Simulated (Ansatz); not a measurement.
**The titanium atom (triplet): the correlation ladder, def2-TZVPP**

An exercise on one series of results from a longer session: the logs are not shown, and one member is left open.

Computed with Ansatz 0.2.0, Gaussian basis. Level: def2-TZVPP, core rule «outside noble gas», up to 9 orbitals frozen.

Plan: UHF; CCSD(T) on ROHF; Full CI.

**The atom**

A free atom, in its lowest state of this spin that the program finds.

1 atom, charge 0, spin multiplicity 3.

Set-up of the first run:

in.yaml

```yaml
crystal:
  periodic: [false, false, false]
  atoms:
    - {symbol: Ti, position_ang: [0.000000, 0.000000, 0.000000]}
basis:
  gaussian: {orbitals: def2-TZVPP}
magnetization: {spin_polarized: true, initial_magnetization: 2}
hamiltonian: {xc: hf}
output: {orbitals: {seedname: orbitals}}
```

Launch:

```console
$ ansatz run in.yaml --threads 1 --pin off --events-out ev --progress --plain --max-ram 2393MiB
```

Among the steps run: UHF; CCSD(T) on ROHF; Full CI.

One of the session's tables, all rows but one given; the rest of the session is left out.

| method | from FCI (meV) |
| --- | --- |
| ROHF | +1507.9 |
| UHF | ? |
| RMP2 | +414.8 |
| RCCSD | +69.6 |
| RCCSD(T) | +20.1 |
| FCI | 0 |

**Question.** Estimate the row for UHF.

**Answer.** from FCI (meV): +1373.3. In the column «from FCI (meV)» it lies between RMP2 (+414.8) and ROHF (+1507.9).

Limits of these values: Levels on UHF freeze UHF's core orbitals, full CI those of ROHF, so the U rows can settle a little off it for that reason alone.
